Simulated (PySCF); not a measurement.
# Tl⁺ at other levels of theory

What do other methods print for Tl⁺?

Program: PySCF 2.14.0. Level of theory: each script names its method and basis. These are calculated values, not measurements.

6 further runs of the same task are left out: 1 for a known fault of the program, 5 that didn't finish.

### Step 1. The atom

Tl⁺: 1 atom, charge 1, spin multiplicity 1.

### Step 2. The run that the others are compared with

input.py

```python
from pyscf import gto, dft

mol = gto.M(
    atom='Tl 0 0 0',
    basis='lanl2dz',
    ecp={'Tl': 'lanl2dz'},
    charge=1,
    spin=0,
    symmetry=True,
    verbose=4,
)
mf = dft.UKS(mol, xc='camb3lyp')
mf.kernel()
mf.dip_moment()
print('orbital energies (hartree):', [e[max(0, n-3):n+3].round(4) for e, n in zip(mf.mo_energy, mol.nelec)])
```

Run with:

```sh
$ python input.py
```

### Step 3. Pbe0

Edit 1 changes functional: camb3lyp → pbe0.

input.py: that of step 2 with these lines changed.

```diff
@@ -11,3 +11,3 @@
 )
-mf = dft.UKS(mol, xc='camb3lyp')
+mf = dft.UKS(mol, xc='pbe0')
 mf.kernel()
```

### Step 4. M06l

Edit 2 changes functional: camb3lyp → m06l.

input.py: that of step 2 with these lines changed.

```diff
@@ -11,3 +11,3 @@
 )
-mf = dft.UKS(mol, xc='camb3lyp')
+mf = dft.UKS(mol, xc='m06l')
 mf.kernel()
```

### Step 5. Slater,

Edit 3 changes functional: camb3lyp → slater,.

input.py: that of step 2 with these lines changed.

```diff
@@ -11,3 +11,3 @@
 )
-mf = dft.UKS(mol, xc='camb3lyp')
+mf = dft.UKS(mol, xc='slater,')
 mf.kernel()
```

### Step 6. MP2 (UHF)

Edit 4 changes step after the SCF: none → mp2; SCF type: UKS → UHF; functional: camb3lyp → none (Hartree–Fock).

input.py: that of step 2 with these lines changed.

```diff
@@ -1,2 +1,2 @@
-from pyscf import gto, dft
+from pyscf import gto, scf, mp
 
@@ -11,4 +11,5 @@
 )
-mf = dft.UKS(mol, xc='camb3lyp')
+mf = scf.UHF(mol)
 mf.kernel()
+mp.MP2(mf).kernel()
 mf.dip_moment()
```

Before running it: what results should come out? Wanted: for each run, E(SCF); from base; gap; after the SCF.

As calculated:

```
                  run  E(SCF) (hartree)  from base (eV)  cycles  gap (eV)              after the SCF
                 base        -51.319343               0       7     11.41                        n/a
                 pbe0        -51.317678  not comparable       8      9.47                        n/a
                 m06l        -51.282382  not comparable       8      8.42                        n/a
slater, (poor choice)        -50.787827  not comparable       7      7.66                        n/a
            MP2 (UHF)        -49.958410  not comparable       8     13.61  MP2 correlation -2.350 eV
```

**Reading.** The gap between the frontier levels is 8.4 eV with m06l (0 % exact exchange) and 9.5 eV with pbe0 (25 %): exact exchange opens it. Total energies of different functionals can't be compared with each other; differences within one functional can. Rows marked «poor choice» come from settings spoiled on purpose.
